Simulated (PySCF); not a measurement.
**C3H7ClSi: electronic excitations and core binding energies**

Wanted: the electronic excitations and core binding energies of C3H7ClSi (`C=C(C)[SiH2]Cl`), by calculation.

Programs: PySCF 2.14.0, with density-fitted response routines of our own. Each step states its level of theory. These are calculated values for one molecule in the gas phase, unless marked as measured. Atoms are numbered from 0 throughout.

### Step 1. The molecule as given

12 atoms, charge 0, multiplicity 1; geometry from: GFN2-xTB.

Bonds of the start (Å): C0–C1 1.33, C1–C2 1.50, C1–Si3 1.89, Si3–Cl4 2.02, C0–H5 1.08, C0–H6 1.08, C2–H7 1.09, C2–H8 1.09, C2–H9 1.09, Si3–H10 1.46, Si3–H11 1.46.

### Step 2. TDDFT and polarisability: CAM-B3LYP/def2-SVPD

Job settings and geometry (Å):

```
{"job": {"kind": "uv", "xc": "CAM-B3LYP", "basis": "def2-SVPD", "nstates": 8, "ntriplets": 3}, "charge": 0, "multiplicity": 1}
C     -0.889560     1.392132     0.030605
C     -0.266602     0.221136    -0.003692
C     -0.996603    -1.053628     0.300059
Si     1.568624     0.067096    -0.431779
Cl     2.498396    -0.921907     1.068192
H     -1.938068     1.476418     0.274899
H     -0.380908     2.316798    -0.183686
H     -2.040855    -0.863481     0.540099
H     -0.949673    -1.728028    -0.554589
H     -0.529512    -1.560972     1.143555
H      1.742925    -0.730924    -1.646336
H      2.183034     1.384671    -0.563353
```

With the program's defaults for keys left out, this is: TDDFT CAM-B3LYP/def2-SVPD, vertical, gas phase, core orbitals frozen in the response.

Launch:

```sh
$ OMP_NUM_THREADS=1 python probes_run.py task.json out
```

The driver reads the jobs from task.json and runs them one after another.

**Question.** This job is followed by: delta-SCF UKS SCAN, pcX-2 on the ionised atom, pcseg-1 elsewhere, spin-free X2C. Predict these results of the whole session: lowest singlet (CAM-B3LYP/def2-SVPD); brightest single state of those computed; lowest triplet; C1s binding energies, SCAN/pcX-2; Si1s binding energies, SCAN/pcX-2; Si2p binding energies, SCAN/pcX-2; Cl1s binding energies, SCAN/pcX-2; Cl2p binding energies, SCAN/pcX-2.

The runs gave:

```
                                quantity                               value
    lowest singlet (CAM-B3LYP/def2-SVPD)         6.70 eV (185 nm), f = 0.002
brightest single state of those computed         state 2, 6.94 eV, f = 0.312
                          lowest triplet                             4.27 eV
        C1s binding energies, SCAN/pcX-2  C2 290.81, C1 290.36, C0 290.27 eV
       Si1s binding energies, SCAN/pcX-2                      Si3 1847.32 eV
       Si2p binding energies, SCAN/pcX-2                       Si3 107.68 eV
       Cl1s binding energies, SCAN/pcX-2                      Cl4 2828.51 eV
       Cl2p binding energies, SCAN/pcX-2                       Cl4 206.48 eV
```

**Reading.** The lowest singlet, at 6.70 eV, is HOMO−1→LUMO 0.88 and is weak; of the 8 states computed, the strongest absorption comes from state 2 at 6.94 eV. The lowest triplet lies 2.44 eV below the lowest singlet (triplets in Tamm-Dancoff, singlets in full TDDFT). C2 (allylic methyl carbon) binds its C1s electron 0.54 eV more tightly than C0 (terminal =CH2 carbon).
